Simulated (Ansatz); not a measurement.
# ClH₅OSi₂: basis-set convergence

Aim: see how fast density functionals and correlated methods converge with the basis set for ClH₅OSi₂.

Computed with Ansatz 0.2.0, Gaussian basis. Level: one geometry, several basis sets.

The runs, in order: PBE0-D4/def2-SVP; ωB97M-V/def2-SVP; PBE0-D4/def2-QZVPP; ωB97M-V/def2-QZVPP; CCSD(T)/cc-pV(D+d)Z; CCSD(T)/cc-pV(T+d)Z; CCSD(T)/cc-pV(Q+d)Z; the functionals' def2-TZVPP values are taken from earlier runs.

**1. Structure used throughout**

An earlier PBE0-D4 in a triple-zeta def2 set relaxation fixed the geometry.

SMILES `O[SiH]([SiH3])Cl`, 9 atoms, charge 0, spin multiplicity 1.

Atoms are counted from 1 here; the program's logs count them from 0.

Bond lengths: O1–Si2 1.639 Å, O1–H5 0.959 Å, Si2–Si3 2.335 Å, Si2–Cl4 2.068 Å, Si2–H6 1.486 Å, Si3–H7 1.487 Å, Si3–H8 1.485 Å, Si3–H9 1.487 Å. Angles: Si2–O1–H5 118.4°, O1–Si2–Si3 107.4°, O1–Si2–Cl4 110.6°, O1–Si2–H6 111.0°, Si3–Si2–Cl4 108.6°, Si3–Si2–H6 114.5°, Cl4–Si2–H6 104.7°, Si2–Si3–H7 110.4°, Si2–Si3–H8 109.5°, Si2–Si3–H9 108.6°, H7–Si3–H8 109.7°, H7–Si3–H9 109.1°, H8–Si3–H9 109.5°.

Geometry (Å):

```xyz
9
charge 0, multiplicity 1
O     0.5169    0.9421   -1.6063
Si   -0.2656    0.7998   -0.1732
Si    0.3519   -1.2502    0.7593
Cl   -2.3134    0.8058   -0.4590
H     0.3740    1.7350   -2.1268
H    -0.0029    1.9758    0.6971
H     1.8199   -1.2918    0.9925
H    -0.0397   -2.3504   -0.1587
H    -0.3527   -1.4123    2.0582
```

**2. PBE0-D4 in def2-SVP**

File in.yaml:

```yaml
crystal:
  periodic: [false, false, false]
  atoms:
    - {symbol: O, position_ang: [0.516926, 0.942062, -1.606350]}
    - {symbol: Si, position_ang: [-0.265634, 0.799784, -0.173182]}
    - {symbol: Si, position_ang: [0.351899, -1.250228, 0.759305]}
    - {symbol: Cl, position_ang: [-2.313364, 0.805769, -0.459027]}
    - {symbol: H, position_ang: [0.374027, 1.735029, -2.126848]}
    - {symbol: H, position_ang: [-0.002934, 1.975785, 0.697069]}
    - {symbol: H, position_ang: [1.819895, -1.291757, 0.992457]}
    - {symbol: H, position_ang: [-0.039653, -2.350404, -0.158748]}
    - {symbol: H, position_ang: [-0.352662, -1.412341, 2.058223]}
basis:
  gaussian: {orbitals: def2-SVP}
hamiltonian: {xc: pbe0, dispersion: d4}
output: {orbitals: {seedname: orbitals}}
```

Launch:

```bash
$ ansatz run in.yaml --threads 2 --pin off --events-out ev --progress --plain --max-ram 32768MiB --backend cpu
```

The runs that follow: ωB97M-V in def2-SVP; PBE0-D4 in def2-QZVPP; ωB97M-V in def2-QZVPP; CCSD(T) in cc-pV(D+d)Z; CCSD(T) in cc-pV(T+d)Z; CCSD(T) in cc-pV(Q+d)Z.

**Question.** What will the summary of the whole plan be? Wanted: MP2 correlation recovered, cc-pV(D+d)Z; MP2 correlation recovered, cc-pV(T+d)Z; MP2 correlation recovered, cc-pV(Q+d)Z; CCSD(T) limit from def2 sets; PBE0-D4: double and triple zeta above quadruple; ωB97M-V: double and triple zeta above quadruple.

The runs gave:

| quantity | value |
| --- | --- |
| MP2 correlation recovered, cc-pV(D+d)Z | 67.3 % |
| MP2 correlation recovered, cc-pV(T+d)Z | 87.1 % |
| MP2 correlation recovered, cc-pV(Q+d)Z | 94.6 % |
| CCSD(T) limit from def2 sets (earlier runs) less the limit of this series | -109 meV |
| PBE0-D4: double and triple zeta above quadruple | 13.74, 1.03 eV |
| ωB97M-V: double and triple zeta above quadruple | 13.75, 0.98 eV |

**Reading.** PBE0-D4 gains 12.71 eV from double to triple zeta, then 1.03 eV more. In cc-pV(D+d)Z MP2 holds 67 % of its limit, in cc-pV(Q+d)Z 95 %, while Hartree-Fock is within 0.143 eV in the largest set. A limit from the def2 sets, made apart, differs by 109 meV, a least measure of the doubt on such a limit. Total energies overstate the basis error of differences, where much of it tends to cancel. The LUMO of ωB97M-V is positive and keeps falling with the basis (1.93 to 1.01 eV): an unbound level that the basis holds in place.
